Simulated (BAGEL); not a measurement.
**doublet CH2GeN at 3 levels**

Wanted: a comparison of 3 runs (UHF/3-21G, ROHF/6-31G*, ROHF/cc-pVDZ) of doublet CH2GeN. 

The calculation is run with BAGEL 1.2.2.

3 further runs of the same task are left out: 3 that didn't finish.

## Step 1: The structure to begin with

CH2GeN has 5 atoms, charge 0, and is taken as a doublet. As SMILES of the parent species, `N#[C][GeH2-]`. The shape comes from GFN2-xTB, which is rough for such elements, and wasn't checked as a minimum. That shape belongs to the parent species and isn't relaxed for this state.

Bond lengths: N1–C2 1.158 Å, C2–Ge3 1.974 Å, Ge3–H4 1.680 Å, Ge3–H5 1.680 Å. Angles: N1–C2–Ge3 169.7°, C2–Ge3–H4 88.6°, C2–Ge3–H5 88.8°, H4–Ge3–H5 88.7°.

## Step 2: A single-point energy at UHF/3-21G (density fitting with qzvpp-jkfit) (run 1)

Contents of job.json:

```json
{ "bagel" : [

{
  "title" : "molecule",
  "basis" : "3-21g",
  "df_basis" : "qzvpp-jkfit",
  "angstrom" : true,
  "geometry" : [
    { "atom" : "N", "xyz" : [    1.312220,   -1.146800,    1.308460 ] },
    { "atom" : "C", "xyz" : [    0.698540,   -0.577140,    0.507840 ] },
    { "atom" : "Ge", "xyz" : [   -0.115330,    0.254410,   -1.086220 ] },
    { "atom" : "H", "xyz" : [   -1.622730,   -0.214430,   -0.512130 ] },
    { "atom" : "H", "xyz" : [   -0.272690,    1.683960,   -0.217940 ] }
  ]
},
{ "title" : "uhf", "nopen" : 1 },
{ "title" : "print", "file" : "orbitals.molden", "orbitals" : true }

]}
```

On the command line:

```bash
BAGEL_NUM_THREADS=1 BAGEL job.json > job.out
```

What it wrote:

```text
* using 1 threads per process

  ===============================================================
  ===============================================================

  *** Geometry ***

  { "atom" : "N", "xyz" : [      2.479736,     -2.167138,      2.472631 ] },
  { "atom" : "C", "xyz" : [      1.320049,     -1.090637,      0.959679 ] },
  { "atom" : "Ge", "xyz" : [     -0.217942,      0.480765,     -2.052658 ] },
  { "atom" : "H", "xyz" : [     -3.066515,     -0.405214,     -0.967785 ] },
  { "atom" : "H", "xyz" : [     -0.515309,      3.182223,     -0.411847 ] },

  Number of auxiliary basis functions:      454

  Since a DF basis is specified, we compute 2- and 3-index integrals:
    o Being stored without compression. Storage requirement is 0.007 GB

  Number of basis functions:       44
  Number of electrons      :       47

    * METHOD: MOLECULE                             0.13

  *** Open-shell HF ***

  === Nuclear Repulsion ===
   133.5880538566

      * DIIS with orbital gradients will be used.

  === UHF iteration (3-21g) ===
      0      -2158.05550535          0.05403122           0.06
      1      -2158.11790043          0.05195328           0.06
      2      -2158.12599538          0.05260261           0.06
      3      -2158.21239108          0.00197964           0.06
      4      -2158.21308794          0.00065621           0.06
      5      -2158.21321878          0.00019375           0.06
      6      -2158.21329441          0.00009101           0.06
      7      -2158.21336016          0.00007493           0.06
      8      -2158.21341980          0.00007037           0.06
      9      -2158.21364104          0.00005218           0.06
[... 27 lines of this table left out ...]
     37      -2158.21403549          0.00000001           0.06
     38      -2158.21403549          0.00000001           0.06
     39      -2158.21403549          0.00000001           0.06
     40      -2158.21403549          0.00000001           0.06
    * SCF iteration converged.

    * S^2 (UHF) is 0.8334

    * Permanent dipole moment:
           (    0.395301,    -0.561006,     1.750235) a.u.

    * METHOD: UHF                                  2.62

    * METHOD: PRINT                                0.00

  ===============================================================
```

Wall time 2.9 s (1 thread of Arm Neoverse V2, shared host).

## Step 3: The energy at ROHF/6-31G(d) (density fitting with qzvpp-jkfit, spherical functions) (run 2)

Contents of hf.json:

```json
{ "bagel" : [

{
  "title" : "molecule",
  "basis" : "6-31gs.json",
  "df_basis" : "qzvpp-jkfit",
  "angstrom" : true,
  "geometry" : [
    { "atom" : "N", "xyz" : [    1.312220,   -1.146800,    1.308460 ] },
    { "atom" : "C", "xyz" : [    0.698540,   -0.577140,    0.507840 ] },
    { "atom" : "Ge", "xyz" : [   -0.115330,    0.254410,   -1.086220 ] },
    { "atom" : "H", "xyz" : [   -1.622730,   -0.214430,   -0.512130 ] },
    { "atom" : "H", "xyz" : [   -0.272690,    1.683960,   -0.217940 ] }
  ]
},
{
  "title" : "rohf",
  "nopen" : 1
},
{
  "title" : "print",
  "file" : "orbitals.molden",
  "orbitals" : true
}

]}
```

The basis set 6-31G* is read from a file made from the Basis Set Exchange's data (not shown).

On the command line:

```bash
BAGEL_NUM_THREADS=1 BAGEL hf.json > hf.out
```

What it wrote:

```text
* using 1 threads per process

  ===============================================================
  ===============================================================

  *** Geometry ***

  { "atom" : "N", "xyz" : [      2.479736,     -2.167138,      2.472631 ] },
  { "atom" : "C", "xyz" : [      1.320049,     -1.090637,      0.959679 ] },
  { "atom" : "Ge", "xyz" : [     -0.217942,      0.480765,     -2.052658 ] },
  { "atom" : "H", "xyz" : [     -3.066515,     -0.405214,     -0.967785 ] },
  { "atom" : "H", "xyz" : [     -0.515309,      3.182223,     -0.411847 ] },

  Number of auxiliary basis functions:      454

  Since a DF basis is specified, we compute 2- and 3-index integrals:
    o Being stored without compression. Storage requirement is 0.015 GB

  Number of basis functions:       64
  Number of electrons      :       47

    * METHOD: MOLECULE                             0.18

  *** Open-shell HF ***

  === Nuclear Repulsion ===
   133.5880538566

      * DIIS with orbital gradients will be used.

  === ROHF iteration (6-31gs.json) ===
      0      -2168.25978443          0.04526867           0.09
      1      -2168.33495203          0.04362714           0.09
      2      -2168.35630011          0.04093285           0.09
      3      -2168.46486624          0.00250936           0.09
      4      -2168.46609401          0.00110473           0.09
      5      -2168.46651147          0.00042332           0.09
      6      -2168.46662891          0.00019184           0.09
      7      -2168.46666605          0.00008665           0.09
      8      -2168.46667677          0.00002470           0.09
      9      -2168.46668646          0.00001125           0.09
     10      -2168.46668787          0.00000775           0.09
     11      -2168.46668812          0.00000243           0.09
     12      -2168.46668825          0.00000115           0.09
     13      -2168.46668826          0.00000047           0.09
     14      -2168.46668827          0.00000022           0.09
     15      -2168.46668827          0.00000012           0.09
     16      -2168.46668828          0.00000006           0.09
     17      -2168.46668828          0.00000003           0.10
     18      -2168.46668828          0.00000002           0.10
     19      -2168.46668828          0.00000001           0.09
    * SCF iteration converged.

    * S^2 (ROHF) is 0.7500

    * Permanent dipole moment:
           (    0.544706,    -0.663773,     1.722471) a.u.

    * METHOD: ROHF                                 2.00

    * METHOD: PRINT                                0.01

  ===============================================================
```

Wall time 2.4 s (1 thread of Arm Neoverse V2, shared host); peak memory 0.092 GiB.

## Step 4: The energy at ROHF/cc-pVDZ (density fitting with qzvpp-jkfit) (run 3)

Contents of hf.json:

```json
{ "bagel": [

{
  "title": "molecule",
  "basis": "cc-pvdz.json",
  "df_basis": "qzvpp-jkfit",
  "angstrom": true,
  "geometry": [
    { "atom": "N", "xyz": [       1.312220,      -1.146800,       1.308460 ] },
    { "atom": "C", "xyz": [       0.698540,      -0.577140,       0.507840 ] },
    { "atom": "Ge", "xyz": [      -0.115330,       0.254410,      -1.086220 ] },
    { "atom": "H", "xyz": [      -1.622730,      -0.214430,      -0.512130 ] },
    { "atom": "H", "xyz": [      -0.272690,       1.683960,      -0.217940 ] }
  ]
},

{ "title": "rohf", "nopen": 1 },

{ "title": "print", "file": "orbitals.molden", "orbitals": true }

]}
```

The basis set cc-pVDZ is read from a file made from the Basis Set Exchange's data (not shown).

On the command line:

```bash
BAGEL_NUM_THREADS=1 BAGEL hf.json > hf.out
```

What it wrote:

```text
* using 1 threads per process

  ===============================================================
  ===============================================================

  *** Geometry ***

  { "atom" : "N", "xyz" : [      2.479736,     -2.167138,      2.472631 ] },
  { "atom" : "C", "xyz" : [      1.320049,     -1.090637,      0.959679 ] },
  { "atom" : "Ge", "xyz" : [     -0.217942,      0.480765,     -2.052658 ] },
  { "atom" : "H", "xyz" : [     -3.066515,     -0.405214,     -0.967785 ] },
  { "atom" : "H", "xyz" : [     -0.515309,      3.182223,     -0.411847 ] },

  Number of auxiliary basis functions:      454

  Since a DF basis is specified, we compute 2- and 3-index integrals:
    o Being stored without compression. Storage requirement is 0.015 GB

  Number of basis functions:       65
  Number of electrons      :       47

    * METHOD: MOLECULE                             0.17

  *** Open-shell HF ***

  === Nuclear Repulsion ===
   133.5880538566

      * DIIS with orbital gradients will be used.

  === ROHF iteration (cc-pvdz.json) ===
      0      -2168.50960878          0.04083224           0.10
      1      -2168.59184781          0.04130997           0.10
      2      -2168.61602679          0.03621412           0.10
      3      -2168.73219903          0.00326502           0.09
      4      -2168.73385985          0.00117792           0.09
      5      -2168.73432315          0.00040794           0.09
      6      -2168.73444017          0.00012531           0.10
      7      -2168.73448356          0.00003824           0.10
      8      -2168.73449714          0.00001691           0.09
      9      -2168.73449917          0.00000704           0.10
     10      -2168.73449969          0.00000282           0.10
     11      -2168.73450006          0.00000143           0.10
     12      -2168.73450003          0.00000060           0.10
     13      -2168.73450005          0.00000026           0.10
     14      -2168.73450004          0.00000014           0.10
     15      -2168.73450003          0.00000007           0.10
     16      -2168.73450003          0.00000003           0.10
     17      -2168.73450004          0.00000001           0.10
    * SCF iteration converged.

    * S^2 (ROHF) is 0.7500

    * Permanent dipole moment:
           (    0.522323,    -0.643639,     1.697626) a.u.

    * METHOD: ROHF                                 1.88

    * METHOD: PRINT                                0.01

  ===============================================================
```

Run time: 2.2 s. Hardware: 1 thread of Arm Neoverse V2, shared host; peak memory 0.091 GiB.

## Step 5: All runs side by side

| run | level | energy (Eh) | dipole moment (D) | ⟨S²⟩ | wall time |
| --- | --- | --- | --- | --- | --- |
| 1 | UHF/3-21G (density fitting with qzvpp-jkfit) | -2158.214035 | 4.78 | 0.833 | 2.9 s |
| 2 | ROHF/6-31G* (density fitting with qzvpp-jkfit, spherical functions) | -2168.466688 | 4.89 | 0.750 | 2.4 s |
| 3 | ROHF/cc-pVDZ (density fitting with qzvpp-jkfit) | -2168.734500 | 4.80 | 0.750 | 2.2 s |

## Step 6: Summary of results

| quantity | value |
| --- | --- |
| run 3: total energy | -2168.73450 Eh |
| run 3: dipole moment | 4.80 D |
| run 3: ⟨S²⟩ | 0.750 |

What this shows: The dipole moment (its size) runs from 4.78 D (UHF/3-21G) to 4.89 D (ROHF/6-31G*). The two ends differ in method and basis. All runs together took 7.5 s, the longest 2.9 s.
